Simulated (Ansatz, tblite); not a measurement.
# SnH3(OSiMe3) (C3H12OSiSn): a ladder of methods and basis sets

The task here is to estimate one member of a computed series from the others.

Method: as each input shows; program: Ansatz 0.2.0, Gaussian basis.

Plan: GFN1-xTB, GFN2-xTB, PBE-D4/def2-TZVP, r2SCAN-D4/def2-TZVP, B2PLYP/def2-TZVP, PBE-QIDH/def2-TZVP, CAM-B3LYP-D4/def2-TZVP, PBE-D4/def2-SVP, PBE0-D4/def2-SVP, PBE0-D4/def2-TZVPD, PBE-D4/def2-TZVPD, B2PLYP/def2-TZVPD, CCSD(T)/def2-SVP, MP2/def2-TZVP, RPA/def2-TZVP.

2 further runs of the same task are left out: 2 set aside as unsound or not needed.

## The geometry

The geometry is that of the singlet, from an earlier relaxation (PBE0-D4/def2-SVP).

18 atoms, charge 0, spin multiplicity 1.

Bond lengths: Sn1–H2 1.712 Å, Sn1–H3 1.709 Å, Sn1–H4 1.716 Å, Sn1–O5 1.980 Å, O5–Si6 1.665 Å, Si6–C7 1.882 Å, Si6–C8 1.873 Å, Si6–C9 1.880 Å, C7–H10 1.102 Å, C7–H11 1.103 Å, C7–H12 1.102 Å, C8–H13 1.101 Å, C8–H14 1.102 Å, C8–H15 1.101 Å, C9–H16 1.102 Å, C9–H17 1.102 Å, C9–H18 1.102 Å. Angles: H2–Sn1–H3 112.5°, H2–Sn1–H4 111.7°, H2–Sn1–O5 106.7°, H3–Sn1–H4 112.3°, H3–Sn1–O5 105.1°, H4–Sn1–O5 108.0°, Sn1–O5–Si6 134.4°, O5–Si6–C7 109.9°, O5–Si6–C8 107.2°, O5–Si6–C9 109.8°, C7–Si6–C8 110.3°, C7–Si6–C9 109.3°, C8–Si6–C9 110.3°, Si6–C7–H10 111.3°, Si6–C7–H11 111.5°, Si6–C7–H12 111.0°, H10–C7–H11 107.3°, H10–C7–H12 107.7° and more.

Sn takes a core potential in the def2 sets. No spin-orbit coupling is included.

PBE0-D4/def2-TZVP was run before; its log isn't repeated, and its numbers join the tables.

The first run:

Tight binding, by tblite at 300 K electronic temperature and without a spin-polarisation term:

```python
tblite.interface.Calculator('GFN1-xTB', numbers, positions, charge=0, uhf=0).singlepoint()
```

Tight binding, by tblite at 300 K electronic temperature and without a spin-polarisation term:

```python
tblite.interface.Calculator('GFN2-xTB', numbers, positions, charge=0, uhf=0).singlepoint()
```

start.molden holds the orbitals of an earlier run on this state, given as this run's starting guess.

in.yaml reads:

```yaml
crystal:
  periodic: [false, false, false]
  atoms:
    - {symbol: Sn, position_ang: [2.266507, 0.994317, 1.492244]}
    - {symbol: H, position_ang: [1.983559, 0.764297, 3.164566]}
    - {symbol: H, position_ang: [3.885395, 0.671079, 1.051459]}
    - {symbol: H, position_ang: [1.746845, 2.544017, 0.968660]}
    - {symbol: O, position_ang: [1.190809, -0.367504, 0.539336]}
    - {symbol: Si, position_ang: [-0.277416, -0.351295, -0.246396]}
    - {symbol: C, position_ang: [-1.579721, 0.460164, 0.843752]}
    - {symbol: C, position_ang: [-0.738147, -2.133118, -0.594521]}
    - {symbol: C, position_ang: [-0.128115, 0.609888, -1.855353]}
    - {symbol: H, position_ang: [-2.569608, 0.451291, 0.359240]}
    - {symbol: H, position_ang: [-1.328674, 1.512565, 1.056865]}
    - {symbol: H, position_ang: [-1.672768, -0.067458, 1.806567]}
    - {symbol: H, position_ang: [-0.823052, -2.704287, 0.343088]}
    - {symbol: H, position_ang: [-1.700626, -2.202768, -1.126342]}
    - {symbol: H, position_ang: [0.030940, -2.618717, -1.215210]}
    - {symbol: H, position_ang: [0.142790, 1.662181, -1.670328]}
    - {symbol: H, position_ang: [0.648299, 0.170595, -2.501664]}
    - {symbol: H, position_ang: [-1.077007, 0.604764, -2.415962]}
basis:
  gaussian: {orbitals: def2-TZVP, initial_orbitals: start.molden}
hamiltonian: {xc: pbe, dispersion: d4}
scf: {omitted_lower_state_checks: [starts]}
output: {orbitals: {seedname: orbitals}}
```

On the command line:

```bash
$ ansatz run in.yaml --threads 2 --pin off --events-out ev --progress --plain --max-ram 22528MiB --backend cuda --devices 0, --max-vram 18GiB
```

Steps of the session up to this table: PBE-D4/def2-TZVP; r2SCAN-D4/def2-TZVP; B2PLYP/def2-TZVP; PBE-QIDH/def2-TZVP; CAM-B3LYP-D4/def2-TZVP; PBE-D4/def2-SVP; PBE0-D4/def2-SVP; PBE0-D4/def2-TZVPD; PBE-D4/def2-TZVPD; B2PLYP/def2-TZVPD; CCSD(T)/def2-SVP; MP2/def2-TZVP; RPA/def2-TZVP.

One of the session's tables, all rows but one given; the rest of the session is left out.

It belongs to the step «Binding energy». 

```
                method  binding an atom (eV)
           HF/def2-SVP                 2.766
          HF/def2-TZVP                 2.763
       PBE-D4/def2-SVP                 3.705
      PBE-D4/def2-TZVP                 3.711
     PBE-D4/def2-TZVPD                 3.711
   r2SCAN-D4/def2-TZVP                 3.693
      PBE0-D4/def2-SVP                 3.671
     PBE0-D4/def2-TZVP                 3.675
    PBE0-D4/def2-TZVPD                 3.676
CAM-B3LYP-D4/def2-TZVP                 3.706
          MP2/def2-SVP                     ?
         MP2/def2-TZVP                 3.573
         CCSD/def2-SVP                 3.466
      CCSD(T)/def2-SVP                 3.494
```

Estimate the missing values for MP2/def2-SVP.

As computed: binding an atom (eV): 3.504. In the column «binding an atom (eV)» it lies between CCSD(T)/def2-SVP (3.494) and MP2/def2-TZVP (3.573).

Limits of these values: Free atoms were run apart at each level; binding is atoms less cluster, divided by the number of atoms, without zero-point or spin-orbit terms.
